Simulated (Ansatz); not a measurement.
# BH4ISi: a ladder of functionals and wavefunction methods

How much do the methods differ for BH4ISi? The plan is to run it at one geometry with functionals of several rungs and with coupled cluster, and see how far each lands from CCSD(T) at the basis-set limit for the atomisation energy.

The runs use Ansatz 0.2.0, Gaussian basis; functionals in def2-TZVPP, the program's frozen cores in correlated methods.

The runs, in order: LDA (SPW92), PBE-D4, revPBE-D4, BLYP-D4, r2SCAN-D4, B97M-V, PBE0-D4, B3LYP-D4, r2SCANh-D4, r2SCAN0-D4, HSE06-D4, BHLYP-D4, CAM-B3LYP-D4, LC-ωPBE, ωB97X-V, ωB97M-V, B2PLYP, PBE-QIDH; CCSD(T)/def2-SVP; CCSD(T)/def2-TZVPP; MP2/def2-QZVPP; extrapolation to the limit; RPA on PBE.

**1. The geometry**

An earlier PBE0-D4 in a triple-zeta def2 set relaxation fixed the geometry. I takes the def2 core potential; no spin-orbit term is included.

SMILES `[SiH3]BI`, 7 atoms, charge 0, spin multiplicity 1.

Atoms are counted from 1 here; the program's logs count them from 0.

Bond lengths: Si1–B2 2.009 Å, Si1–H4 1.489 Å, Si1–H5 1.489 Å, Si1–H6 1.488 Å, B2–I3 2.109 Å, B2–H7 1.191 Å. Angles: B2–Si1–H4 109.2°, B2–Si1–H5 108.7°, B2–Si1–H6 113.1°, H4–Si1–H5 108.2°, H4–Si1–H6 108.8°, H5–Si1–H6 108.7°, Si1–B2–I3 118.2°, Si1–B2–H7 127.0°, I3–B2–H7 114.8°.

**2. LDA**

This LDA is Slater exchange with PW92 correlation.

The input, in.yaml:

```yaml
crystal:
  periodic: [false, false, false]
  atoms:
    - {symbol: Si, position_ang: [-0.704693, 0.490888, -0.213454]}
    - {symbol: B, position_ang: [0.848071, -0.530635, 0.549821]}
    - {symbol: I, position_ang: [1.991086, -1.728200, -0.756793]}
    - {symbol: H, position_ang: [-1.637749, -0.461427, -0.876121]}
    - {symbol: H, position_ang: [-0.193987, 1.436124, -1.244891]}
    - {symbol: H, position_ang: [-1.455482, 1.263636, 0.812669]}
    - {symbol: H, position_ang: [1.214155, -0.538387, 1.683068]}
basis:
  gaussian: {orbitals: def2-TZVPP}
hamiltonian: {xc: lda}
output: {orbitals: {seedname: orbitals}}
```

Launch:

```bash
$ ansatz run in.yaml --threads 2 --pin off --events-out ev --progress --plain --max-ram 4352MiB
```

Further steps of the session: PBE-D4 (GGA); revPBE-D4 (GGA); BLYP-D4 (GGA); r2SCAN-D4 (meta-GGA); B97M-V (meta-GGA); B3LYP-D4 (hybrid); r2SCANh-D4 (hybrid); r2SCAN0-D4 (hybrid); HSE06-D4 (hybrid); BHLYP-D4 (hybrid); CAM-B3LYP-D4 (range-separated); LC-ωPBE (range-separated); ωB97X-V (range-separated); ωB97M-V (range-separated); B2PLYP (double hybrid); PBE-QIDH (double hybrid); CCSD(T) in def2-SVP; CCSD(T) in def2-TZVPP; MP2 in def2-QZVPP; RPA on PBE orbitals.

Q: Predict the results of all the runs planned. Wanted: atomisation energy, CCSD(T)/CBS; farthest beyond LDA; mean size of error, GGA; mean size of error, meta-GGA; mean size of error, hybrid; mean size of error, range-separated; mean size of error, double hybrid; gap, smallest and largest; T1 diagnostic.

As calculated:

| quantity | value |
| --- | --- |
| atomisation energy, CCSD(T)/CBS | 475.9 kcal/mol |
| functionals within 4.8 kcal/mol (1.0 %) | PBE-D4, r2SCAN-D4, B97M-V, PBE0-D4, B3LYP-D4, r2SCANh-D4, r2SCAN0-D4, HSE06-D4, CAM-B3LYP-D4, ωB97X-V, ωB97M-V, PBE-QIDH |
| farthest beyond LDA | revPBE-D4 (-8.7 kcal/mol) |
| mean size of error, GGA | 5.1 kcal/mol |
| mean size of error, meta-GGA | 1.8 kcal/mol |
| mean size of error, hybrid | 2.4 kcal/mol |
| mean size of error, range-separated | 3.5 kcal/mol |
| mean size of error, double hybrid | 5.3 kcal/mol |
| gap, smallest and largest | 2.71 eV (LDA (SPW92)), 9.51 eV (LC-ωPBE) |
| T1 diagnostic | 0.0135 |
| triples share of the correlation energy | 2.7 % |

In words: LDA overbinds by 53.0 kcal/mol (11 %). PBE-D4 is off by -0.4 kcal/mol. Double hybrids carry the basis error of their MP2 part in triple zeta, and no dispersion term here, so their miss is partly the set-up's. The rungs meta-GGA, hybrid, range-separated miss on average by less than the doubt on the reference (4.8 kcal/mol), so they tie. Misses under about 4.8 kcal/mol are within the doubt on the reference itself, which lacks core-valence correlation, spin-orbit coupling and higher excitations, and its outer-core shells are covered unevenly. All levels share the lack of spin-orbit coupling, which lowers the free heavy atoms and so the true binding. Hartree-Fock recovers 77 % of the binding; the rest is correlation. CCSD(T) in def2-SVP is off by -28.9 kcal/mol, which most functionals beat. The gap grows from 2.7 to 9.5 eV across the functionals, mostly with the share of exact exchange. Correlated methods include outer-core shells of I, which these sets cover unevenly.
